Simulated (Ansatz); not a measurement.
Crystal: LiCuAuO2.

```
CELL_PARAMETERS angstrom
1.63720 0.94524 6.41882
-1.63720 0.94524 6.41882
0.00000 -1.89048 6.41882
ATOMIC_POSITIONS crystal
Au 0.99179 0.99179 0.99179
Cu 0.51580 0.51580 0.51580
O 0.10092 0.10092 0.10092
O 0.88422 0.88422 0.88422
Li 0.75726 0.75726 0.75726
```

The cell comes from a database or a generator and needn't be the stable form of this composition.

| Item | Value |
| --- | --- |
| Program | Ansatz 0.2.0 |
| Task | relaxation of cell and atoms |
| Functional | PBE |
| Dispersion | D4 |
| Potentials or basis | Ansatz PAW |
| Cutoff | 420 eV (not typed: the program's choice for these potentials) |
| k mesh | 9 × 9 × 9 |
| Occupations | fermi-dirac, width 0.05 eV |
| Spin | no spin polarisation |

At the start: volume 11.92 Å³/atom.

Q: How do energy, volume and symmetry change on relaxing?

A: It ends after 11 steps and the volume is 11.60 Å³/atom (-2.7 %); space group R3m (No. 160, to 0.05 Å).

Step by step:
| step | energy change (eV) | largest force (eV/Å) | volume (Å³) |
| --- | --- | --- | --- |
| 1 | 0.0000 | 0.3400 | 59.60 |
| 2 | -0.0341 | 0.1892 | 58.25 |
| 3 | -0.0441 | 0.1431 | 57.49 |
| 4 | -0.0490 | 0.0463 | 57.64 |
| 5 | -0.0500 | 0.0304 | 57.86 |
| 6 | -0.0502 | 0.0128 | 58.01 |
| 7 | -0.0501 | 0.0127 | 58.05 |
| 8 | -0.0502 | 0.0008 | 58.05 |
| 9 | -0.0460 | 0.0008 | 58.05 |
| 10 | -0.0462 | 0.0011 | 57.98 |
| 11 | -0.0460 | 0.0011 | 57.98 |

Final structure:
```cif
data_structure
_symmetry_space_group_name_H-M 'P 1'
_symmetry_Int_Tables_number 1
_cell_length_a 6.6309
_cell_length_b 6.6309
_cell_length_c 6.6309
_cell_angle_alpha 28.320
_cell_angle_beta 28.320
_cell_angle_gamma 28.320
_cell_volume 57.98
loop_
_atom_site_label
_atom_site_type_symbol
_atom_site_fract_x
_atom_site_fract_y
_atom_site_fract_z
_atom_site_occupancy
Au1 Au 0.99050 0.99050 0.99050 1
Cu1 Cu 0.52010 0.52010 0.52010 1
O1 O 0.09750 0.09750 0.09750 1
O2 O 0.88250 0.88250 0.88250 1
Li1 Li 0.75940 0.75940 0.75940 1
```

Caveat: the plane-wave basis is chosen anew once the cell has moved, so the energies of steps on either side of that aren't comparable; the pressure holds a Pulay correction of +0.5 GPa for the finite cutoff; an odd number of electrons without spin polarisation forces a metal; a magnetic or distorted state may lie lower; the run has no spin polarisation, though such a crystal can be magnetic; pairwise dispersion overbinds metals, which lowers pressure and volume.
